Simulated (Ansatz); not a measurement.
# AlB2P3: the cost of one run

Code: Ansatz 0.2.0. Linear response, PAW datasets, plane waves. Note: simulated data, non-magnetic, for a generated structure that need not be the stable one.

## Step 1: The cell

The cell was relaxed beforehand with r2SCAN.

Space group P3m1 (No. 156), trigonal; conventional cell a = 3.408 Å, c = 8.615 Å, 14.45 Å³ an atom. Around B lie 4 P at 1.97–2.06 Å; around B lie 4 P at 1.97–2.07 Å; around Al lie 4 P at 2.23–2.37 Å; around P lie 4 B at 1.97–2.06 Å; around P lie 3 B at 2.07 Å and 1 Al at 2.37 Å.

The structure in full:

```cif
data_structure
_symmetry_space_group_name_H-M 'P3m1'
_symmetry_Int_Tables_number 156
_cell_length_a 3.4083
_cell_length_b 3.4083
_cell_length_c 8.6151
_cell_angle_alpha 90.000
_cell_angle_beta 90.000
_cell_angle_gamma 120.000
_cell_volume 86.67
loop_
_atom_site_label
_atom_site_type_symbol
_atom_site_symmetry_multiplicity
_atom_site_Wyckoff_symbol
_atom_site_fract_x
_atom_site_fract_y
_atom_site_fract_z
_atom_site_occupancy
B1 B 1 a 0.00000 0.00000 0.98580 1
B2 B 1 c 0.66667 0.33333 0.68571 1
Al1 Al 1 b 0.33333 0.66667 0.33703 1
P1 P 1 c 0.66667 0.33333 0.91393 1
P2 P 1 b 0.33333 0.66667 0.61267 1
P3 P 1 a 0.00000 0.00000 0.21487 1
```

## Step 2: Field response with r2SCAN

input.yaml

```yaml
crystal:
  lattice:
    - [3.4083298663, 0.0, 0.0]
    - [-1.7041649331, 2.9517002487, 0.0]
    - [0.0, 0.0, 8.6151137251]
  atoms:
    - { symbol: B, position: [0.0, 0.0, -0.0142002433] }
    - { symbol: B, position: [0.6666666667, 0.3333333333, 0.6857069917] }
    - { symbol: Al, position: [0.3333333333, 0.6666666667, 0.3370278487] }
    - { symbol: P, position: [0.6666666667, 0.3333333333, 0.9139262967] }
    - { symbol: P, position: [0.3333333333, 0.6666666667, 0.6126679886] }
    - { symbol: P, position: [0.0, 0.0, 0.2148711175] }
kpoints:
  mp_grid: { grid: [9, 9, 4] }
hamiltonian:
  xc: r2scan
scf:
  occupations: { method: fixed }
dielectric: {}
```

Started as:

```bash
ansatz run input.yaml --threads 4 --pin off --max-ram 6451MiB --backend cpu --events-out ev --progress --plain --runs-dir out
```

**Question.** How long does this run take on 4 threads of Arm Neoverse V2, shared host, and how much memory does it need?

About 1.9 min, with a peak of 1.5 GiB.
